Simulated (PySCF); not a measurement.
**How the numerical set-up moves the result for HInO**

Aim: see how much the energy and properties of HInO depend on the numerical set-up.

Program: PySCF 2.14.0. Level of theory: method and basis as typed in the scripts. These are calculated values, not measurements.

3 further runs of the same task are left out: 1 for a known fault of the program, 2 that didn't finish.

## Step 1: The starting structure

HInO: 3 atoms, charge 0, spin multiplicity 1.

Bond lengths: In1–O2 1.818 Å, In1–H3 1.664 Å. Angles: O2–In1–H3 180.0°.

## Step 2: The base run

Contents of input.py:

```python
from pyscf import gto, scf, mp

mol = gto.M(
    atom='In 0 0 0.2078; O 0 0 -1.6103; H 0 0 1.8714',
    basis='ano-rcc-vdzp',
    charge=0,
    spin=0,
    symmetry=True,
    verbose=3,
)
mf = scf.RHF(mol)
mf = mf.sfx2c1e()
mf.kernel()
mp.MP2(mf, frozen=19).kernel()
mf.dip_moment()
print('orbital energies (hartree):', mf.mo_energy[..., max(0, mol.nelec[1]-3):mol.nelec[0]+3].round(4))
```

Launch:

```console
> OMP_NUM_THREADS=1 python input.py
```

Its log is not repeated here.

In short: E(SCF) = -5953.634181 Eh, E(MP2) − E(SCF) = -0.62976 Eh, μ = 6.40 D (of the SCF density).

## Step 3: Def2-svp (core potential on, X2C off)

Run 1 changes basis set: ano-rcc-vdzp → def2-svp; core potential: off → on; spin-free X2C: on → off; frozen orbitals: 19 → 5. The core potential changes with it: totals don't compare.

Contents of input.py:

```python
from pyscf import gto, scf, mp

mol = gto.M(
    atom='In 0 0 0.2078; O 0 0 -1.6103; H 0 0 1.8714',
    basis='def2-svp',
    ecp={'In': 'def2-svp'},
    charge=0,
    spin=0,
    symmetry=True,
    verbose=3,
)
mf = scf.RHF(mol)
mf.kernel()
mp.MP2(mf, frozen=5).kernel()
mf.dip_moment()
print('orbital energies (hartree):', mf.mo_energy[..., max(0, mol.nelec[1]-3):mol.nelec[0]+3].round(4))
```

Launch:

```console
> OMP_NUM_THREADS=1 python input.py
```

## Step 4: Sbkjc (core potential on, X2C off)

Run 2 changes basis set: ano-rcc-vdzp → sbkjc; core potential: off → on; spin-free X2C: on → off; frozen orbitals: 19 → 4. The core potential changes with it: totals don't compare.

Contents of input.py:

```python
from pyscf import gto, scf, mp

mol = gto.M(
    atom='In 0 0 0.2078; O 0 0 -1.6103; H 0 0 1.8714',
    basis='sbkjc',
    ecp={'In': 'sbkjc', 'O': 'sbkjc'},
    charge=0,
    spin=0,
    symmetry=True,
    verbose=3,
)
mf = scf.RHF(mol)
mf.kernel()
mp.MP2(mf, frozen=4).kernel()
mf.dip_moment()
print('orbital energies (hartree):', mf.mo_energy[..., max(0, mol.nelec[1]-3):mol.nelec[0]+3].round(4))
```

## Step 5: Density fitting auto

Run 3 changes density fitting: none → auto.

input.py, as its differences from that of step 2:

```diff
@@ -12,2 +12,3 @@
 mf = mf.sfx2c1e()
+mf = mf.density_fit()
 mf.kernel()
```

## Step 6: Spin-free X2C off

Run 4 changes spin-free X2C: on → off.

input.py, as its differences from that of step 2:

```diff
@@ -11,3 +11,2 @@
 mf = scf.RHF(mol)
-mf = mf.sfx2c1e()
 mf.kernel()
```

Before running it: what results should come out? Wanted: for each run, E(SCF); from base; gap; SCF dipole; after the SCF.

**Answer**, as computed:

```
                                  run  E(SCF) (hartree)  from base (eV)  gap (eV)  SCF dipole (D)  functions                            after the SCF
                                 base      -5953.634181               0     11.68            6.40         62  MP2 correlation -17.137 eV, core frozen
def2-svp (core potential on, X2C off)       -264.487230  not comparable       n/a            5.82         45   MP2 correlation -8.267 eV, core frozen
   sbkjc (core potential on, X2C off)       -204.414992  not comparable       n/a            6.23         41   MP2 correlation -7.703 eV, core frozen
                 density fitting auto      -5953.634185         -0.0001     11.68            6.40         62  MP2 correlation -17.137 eV, core frozen
      spin-free X2C off (poor choice)      -5663.360908  not comparable     11.19            6.52         62  MP2 correlation -16.782 eV, core frozen
```

What this shows: Rows marked «poor choice» come from settings spoiled on purpose.
